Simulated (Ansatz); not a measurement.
**Ga(CO)H3 (CH₃GaO): a spread of methods and bases**

How do the results and run time of Ga(CO)H3 (CH₃GaO) respond when the settings are drawn wide?

Computed with Ansatz 0.2.0, Gaussian basis. Level: the settings change from run to run.

### Step 1. The molecule

The geometry comes from an earlier relaxation with PBE0-D4 in a triple-zeta def2 set; it is a stationary point.

6 atoms, charge 0, spin multiplicity 1.

Atoms are counted from 1 here; the program's logs count them from 0.

Bond lengths: Ga1–C2 2.217 Å, Ga1–H4 1.573 Å, Ga1–H5 1.572 Å, Ga1–H6 1.574 Å, C2–O3 1.119 Å. Angles: C2–Ga1–H4 94.6°, C2–Ga1–H5 95.7°, C2–Ga1–H6 94.3°, H4–Ga1–H5 119.4°, H4–Ga1–H6 119.2°, H5–Ga1–H6 119.3°, Ga1–C2–O3 178.4°.

### Step 2. CAM-B3LYP/def2-mTZVPP

This run has density fitting with cc-pVTZ-jkfit.

Contents of in.yaml:

```yaml
crystal:
  periodic: [false, false, false]
  atoms:
    - {symbol: Ga, position_ang: [-0.012696, 0.004169, -0.858627]}
    - {symbol: C, position_ang: [0.014500, 0.010286, 1.357743]}
    - {symbol: O, position_ang: [0.037984, -0.015867, 2.476619]}
    - {symbol: H, position_ang: [1.553983, 0.005402, -1.003994]}
    - {symbol: H, position_ang: [-0.802453, 1.355491, -1.008590]}
    - {symbol: H, position_ang: [-0.791328, -1.359479, -0.963151]}
basis:
  gaussian: {orbitals: def2-mTZVPP, fitting: {mean_field: cc-pVTZ-jkfit}}
hamiltonian: {xc: {name: CAM-B3LYP}}
scf: {omitted_lower_state_checks: [starts]}
```

Started as:

```console
$ ansatz run in.yaml --threads 4 --pin off --events-out ev --progress --plain --max-ram 3916MiB
```

Standard output:

```text
Functional definition: CAM-B3LYP
  name "CAM-B3LYP"
  cite "Yanai, Tew & Handy, Chem. Phys. Lett. 393, 51 (2004) doi:10.1016/j.cplett.2004.06.011"
  cite "Iikura, Tsuneda, Yanai & Hirao, J. Chem. Phys. 115, 3540 (2001) doi:10.1063/1.1383587"
  cite "Becke, Phys. Rev. A 38, 3098 (1988) doi:10.1103/PhysRevA.38.3098"
  cite "Lee, Yang & Parr, Phys. Rev. B 37, 785 (1988) doi:10.1103/PhysRevB.37.785"
  cite "Vosko, Wilk & Nusair, Can. J. Phys. 58, 1200 (1980) doi:10.1139/p80-159"
  parameter alpha = 0.19
  parameter beta = 0.46
  parameter omega = 0.33/bohr
  parameter ac = 0.81
  # Exact exchange under (alpha + beta erf(omega r))/r, Becke's under what is left of 1/r.
  exchange = (1 - alpha - beta)*b88_x + beta*b88_x_sr(omega) + alpha*exact_x + beta*exact_x_lr(omega)
  correlation = (1 - ac)*vwn5_c + ac*lyp_c
these checks for a lower state are left out or cut short: starts
455 factors; integrals over basis functions are off by at most 2.4e-1 eV
455 factors; integrals over basis functions are off by at most 2.0e-4 eV
mean field evaluation 1: about -55511.0358 eV, gradient 3.8e1 eV
mean field evaluation 2: about -55508.0018 eV, gradient 5.9e1 eV
mean field evaluation 4: about -55512.8790 eV, gradient 2.8e0 eV
mean field evaluation 8: about -55512.8871 eV, gradient 6.8e-3 eV
mean field -55512.88706190 eV, -2040.0609715384 hartree, gradient 3.6e-5 eV, S^2 0.000000; 0 other end points of the search recorded, 0 dependent functions left out
reference -55512.88718023 eV, -2040.0609758872 hartree; 24, 24 occupied and 70, 70 virtual orbitals, 455 factors
Total energy: -55512.88718023 eV, -2040.0609758872 hartree
Checks for a lower state left out: starts
```

It took 0.66 s on 4 threads of Arm Neoverse V1, shared host.

### Step 3. HSE06/def2-TZVP

Set apart from the defaults: atoms shaken by 0.08 Å, a point charge of 0.50 e beside it, D4 dispersion.

Contents of in.yaml:

```yaml
crystal:
  periodic: [false, false, false]
  atoms:
    - {symbol: Ga, position_ang: [0.016663, 0.040795, -1.011806]}
    - {symbol: C, position_ang: [0.067322, -0.029985, 1.462621]}
    - {symbol: O, position_ang: [0.199359, -0.161232, 2.338209]}
    - {symbol: H, position_ang: [1.566031, 0.157512, -0.945915]}
    - {symbol: H, position_ang: [-0.903116, 1.365735, -0.964545]}
    - {symbol: H, position_ang: [-0.770311, -1.189658, -0.974963]}
basis:
  gaussian: {orbitals: def2-TZVP, point_charges: [{charge: 0.50, position_ang: [4.249, 0.435, -0.044]}]}
hamiltonian: {xc: {name: HSE06}, dispersion: d4}
scf: {omitted_lower_state_checks: [starts]}
```

Same command.

Standard output, shortened:

```text
Functional definition: HSE06
  name "HSE06"
  cite "Heyd, Scuseria & Ernzerhof, J. Chem. Phys. 118, 8207 (2003) doi:10.1063/1.1564060"
  cite "Krukau, Vydrov, Izmaylov & Scuseria, J. Chem. Phys. 125, 224106 (2006) doi:10.1063/1.2404663"
  cite "Heyd & Scuseria, J. Chem. Phys. 120, 7274 (2004) doi:10.1063/1.1668634"
  cite "Ernzerhof & Perdew, J. Chem. Phys. 109, 3313 (1998) doi:10.1063/1.476928"
  cite "Perdew, Burke & Ernzerhof, Phys. Rev. Lett. 77, 3865 (1996) doi:10.1103/PhysRevLett.77.3865"
  parent pbe
[...]
  # The whole range is PBE's own exchange, as in plane waves. The composition of these papers is wPBEh.
[...]
876 factors; their error is unknown
67 factors; integrals over basis functions are off by at most 2.0e-6 eV
[...]
mean field -55494.48194459 eV, -2039.3845959529 hartree, gradient 1.7e-5 eV, S^2 0.000000; 0 other end points of the search recorded, 0 dependent functions left out
reference -55494.48198146 eV, -2039.3845973077 hartree; 24, 24 occupied and 104, 104 virtual orbitals, 876 factors
Total energy: -55494.55535369 eV, -2039.3872936874 hartree
Checks for a lower state left out: starts
```

It took 1.1 s on 4 threads of Arm Neoverse V1, shared host.

### Step 4. r2SCAN50/ANO-RCC-VTZP

Options: charge -1, multiplicity 2, coordinates scaled by 1.05, a point charge of 1.00 e beside it, the search for lower states set to off.

Contents of in.yaml:

```yaml
crystal:
  periodic: [false, false, false]
  atoms:
    - {symbol: Ga, position_ang: [-0.013331, 0.004378, -0.901558]}
    - {symbol: C, position_ang: [0.015225, 0.010800, 1.425630]}
    - {symbol: O, position_ang: [0.039883, -0.016661, 2.600450]}
    - {symbol: H, position_ang: [1.631682, 0.005672, -1.054194]}
    - {symbol: H, position_ang: [-0.842576, 1.423265, -1.059020]}
    - {symbol: H, position_ang: [-0.830894, -1.427453, -1.011308]}
basis:
  gaussian: {orbitals: ANO-RCC-VTZP, point_charges: [{charge: 1.00, position_ang: [4.688, -0.534, 0.535]}]}
total_charge: -1
magnetization: {spin_polarized: true, initial_magnetization: 1}
hamiltonian: {xc: {name: r2SCAN50}}
scf: {lower_state_search: off}
output: {forces: true}
```

The command is unchanged.

Standard output, shortened:

```text
Functional definition: r2SCAN50
  name "r2SCAN50"
  cite "Bursch, Neugebauer, Ehlert & Grimme, J. Chem. Phys. 156, 134105 (2022) doi:10.1063/5.0086040"
  cite "Furness, Kaplan, Ning, Perdew & Sun, J. Phys. Chem. Lett. 11, 8208 (2020) doi:10.1021/acs.jpclett.0c02405"
  cite "Furness, Kaplan, Ning, Perdew & Sun, J. Phys. Chem. Lett. 11, 9248 (2020) doi:10.1021/acs.jpclett.0c03077"
  parent r2scan
[...]
1235 factors; their error is unknown
[...]
mean field -56028.41509421 eV, -2059.0062772886 hartree, gradient 2.8e-6 eV, S^2 0.750914; 0 other end points of the search recorded, 0 dependent functions left out
[...]
reference -56028.41512145 eV, -2059.0062782894 hartree; 25, 24 occupied and 120, 121 virtual orbitals, 1235 factors
Total energy: -56028.41512145 eV, -2059.0062782894 hartree
Relativity: scalar
Atom 0 at    -0.013331     0.004378    -0.901558 Å, force     0.628680     0.085666    -0.686043 eV/Å
Atom 1 at     0.015225     0.010800     1.425630 Å, force     0.545662    -0.221059     6.837194 eV/Å
Atom 2 at     0.039883    -0.016661     2.600450 Å, force    -0.373088     0.197042    -6.977902 eV/Å
Atom 3 at     1.631682     0.005672    -1.054194 Å, force    -0.907688    -0.291928     1.246091 eV/Å
Atom 4 at    -0.842576     1.423265    -1.059020 Å, force     0.598396    -1.052759     0.147942 eV/Å
Atom 5 at    -0.830894    -1.427453    -1.011308 Å, force     0.572777     1.053940     0.121202 eV/Å
Dipole moment:    -2.667333     0.072615     0.934736 e Å
Checks for a lower state left out: stability, starts, cluster_reference, orbital_swaps, neighbouring_geometries, increment
```

Run time: 11 s. Hardware: 4 threads of Arm Neoverse V1, shared host.

Largest force 6.991 eV/Å, ⟨S²⟩ 0.751.

### Step 5. B2GP-PLYP/STO-3G

Set apart from the defaults: multiplicity 3, a point charge of 1.00 e beside it.

Contents of in.yaml:

```yaml
crystal:
  periodic: [false, false, false]
  atoms:
    - {symbol: Ga, position_ang: [-0.012696, 0.004169, -0.858627]}
    - {symbol: C, position_ang: [0.014500, 0.010286, 1.357743]}
    - {symbol: O, position_ang: [0.037984, -0.015867, 2.476619]}
    - {symbol: H, position_ang: [1.553983, 0.005402, -1.003994]}
    - {symbol: H, position_ang: [-0.802453, 1.355491, -1.008590]}
    - {symbol: H, position_ang: [-0.791328, -1.359479, -0.963151]}
basis:
  gaussian: {orbitals: STO-3G, point_charges: [{charge: 1.00, position_ang: [4.367, -0.137, 0.832]}]}
magnetization: {spin_polarized: true, initial_magnetization: 2}
hamiltonian: {xc: {name: B2GP-PLYP}}
scf: {omitted_lower_state_checks: [starts]}
```

Launched as before.

Standard output, shortened:

```text
Functional definition: B2GP-PLYP
  name "B2GP-PLYP"
  cite "Karton, Tarnopolsky, Lamère, Schatz & Martin, J. Phys. Chem. A 112, 12868 (2008) doi:10.1021/jp801805p"
  cite "Becke, Phys. Rev. A 38, 3098 (1988) doi:10.1103/PhysRevA.38.3098"
  cite "Lee, Yang & Parr, Phys. Rev. B 37, 785 (1988) doi:10.1103/PhysRevB.37.785"
[...]
357 factors; integrals over basis functions are off by at most 6.5e-5 eV
[...]
mean field -54831.58319696 eV, -2015.0235163061 hartree, gradient 2.0e-6 eV, S^2 2.027628; 0 other end points of the search recorded, 0 dependent functions left out
11 core orbitals not correlated: weight in the atoms' cores, before any rotation towards them, 0.999 or more for the frozen orbitals, at most 0.001 for the correlated occupied ones
reference -54831.58326878 eV, -2015.0235189456 hartree; 14, 12 occupied and 6, 8 virtual orbitals, 357 factors
second order -5.60773870 eV of doubles, -0.00000000 eV of singles
Total energy: -54833.60205471 eV, -2015.0977079602 hartree
Checks for a lower state left out: starts
```

It took 2.4 s on 4 threads of Arm Neoverse V1, shared host.

⟨S²⟩ 2.028.

### Step 6. The runs in one table

```tsv
level	charge	multiplicity	geometry	functions	energy (eV)	time
CAM-B3LYP/def2-mTZVPP	0	1	relaxed	94	-55512.887	0.66 s
HSE06/def2-TZVP	0	1	shaken, point charge	128	-55494.555	1.1 s
r2SCAN50/ANO-RCC-VTZP	-1	2	scaled, point charge	145	-56028.415	11 s
B2GP-PLYP/STO-3G	0	3	relaxed, point charge	31	-54833.602	2.4 s
```

### Step 7. Outcome

```
quantity                          value
    runs                              4
quickest  CAM-B3LYP/def2-mTZVPP, 0.66 s
 slowest    r2SCAN50/ANO-RCC-VTZP, 11 s
```

In words: The runs differ in state or geometry as well as level, so their energies can't be set against each other. r2SCAN50/ANO-RCC-VTZP took 17 times as long as CAM-B3LYP/def2-mTZVPP. The jobs differ in tasks and options as well as level.
